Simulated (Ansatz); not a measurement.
## ScSi2 under changes of volume

One of the cells (14.965 Å³/atom); the others are scaled copies at fixed shape and fractional positions:

```
Sc Si
1.0
     3.66000    0.00000    0.00000
    -1.83000    3.16965    0.00000
     0.00000    0.00000    3.87000
Sc Si
1 2
Direct
  0.00000 0.00000 0.00000
  0.66667 0.33333 0.50000
  0.33333 0.66667 0.50000
```

```yaml
Program: Ansatz 0.2.0
Functional: PBE
Potentials_or_basis: Ansatz PAW
Cutoff: "420 eV (not typed: the program's choice for these potentials)"
k_mesh: 8 × 8 × 7
Occupations: fermi-dirac, width 0.05 eV
Spin: no spin polarisation
```

```tsv
volume (Å³/atom)	energy over the lowest point (meV/atom)	pressure (GPa)
14.067	288.06	38.7
14.367	220.34	33.8
14.666	?	?
14.965	110.65	25.1
15.265	67.21	21.4
15.564	30.52	17.9
15.863	0.00	14.8
```

Q: What does the run at 14.666 Å³/atom give?

A: Energy over the lowest point 161.47 meV/atom; pressure 29.3 GPa.

Worked out: A Birch-Murnaghan fit of order 3 (a polynomial in V^(-2/3)) to the other rows has no minimum within the range. It gives 161.50 meV/atom at 14.666 Å³/atom, against the run's 161.47, and -dE/dV = 29.3 GPa, against 29.3.

Energies are extrapolated to zero smearing.
